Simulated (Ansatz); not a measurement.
# InSe5: the cost of one run

Program: Ansatz 0.2.0. Level of theory: DFT PBE, scalar-relativistic, plane waves, PAW. These are calculated values, not measurements.

2 further runs of the same task are left out: 1 that didn't finish, 1 set aside as unsound or not needed.

## (1) The structure to begin with

The structure is tetragonal, space group P4/mmm (No. 123). Conventional cell: a = 4.690 Å, b = 4.690 Å, c = 8.126 Å, α = 90.00°, β = 90.00°, γ = 90.00°. In (site symmetry 4/mmm) is surrounded by 6 Se at 2.81 to 3.32 Å. Around Se (site symmetry mmm) lie 4 Se at 2.66 Å. Se (site symmetry 4mm) has 5 Se at 2.50 to 2.66 Å and 1 In at 2.81 Å as nearest neighbours. Se (site symmetry 4/mmm) is surrounded by 4 In at 3.32 Å.

As a file:

```
CELL_PARAMETERS angstrom
4.69034 0.00000 0.00000
0.00000 4.69034 0.00000
0.00000 0.00000 8.12600
ATOMIC_POSITIONS crystal
In 0.50000 0.50000 0.00000
Se 0.00000 0.50000 0.50000
Se 0.50000 0.00000 0.50000
Se 0.50000 0.50000 0.34609
Se 0.50000 0.50000 0.65391
Se 0.00000 0.00000 0.00000
```

A structure generator made this guess: random cell by space group and Wyckoff sites (P4/mmm, No. 123). The dimensions are guesses.

## (2) A first look at the guess

input.yaml

```yaml
crystal:
  lattice:
    - [4.69034299, 0.0, 0.0]
    - [0.0, 4.69034299, 0.0]
    - [0.0, 0.0, 8.12599734]
  atoms:
    - { symbol: In, position: [0.5, 0.5, 0.0] }
    - { symbol: Se, position: [0.0, 0.5, 0.5] }
    - { symbol: Se, position: [0.5, 0.0, 0.5] }
    - { symbol: Se, position: [0.5, 0.5, 0.34609034] }
    - { symbol: Se, position: [0.5, 0.5, 0.65390966] }
    - { symbol: Se, position: [0.0, 0.0, 0.0] }
basis:
  ecutwfc: 420
kpoints:
  mp_grid: { grid: [4, 4, 2] }
hamiltonian:
  xc: pbe
scf:
  occupations: { method: gaussian, width: 0.1 }
  lower_state_search: "off"
output:
  forces: true
  stress: true
  eigenvalues: true
```

Run with:

```bash
$ ansatz run input.yaml --threads 1 --pin off --max-ram 2560MiB --backend cpu --events-out ev --progress --plain --runs-dir out
```

**Question.** How long does this run take on 1 thread of Arm Neoverse V1, shared host, and how much memory does it need?

About 10 s, with a peak of 0.43 GiB.
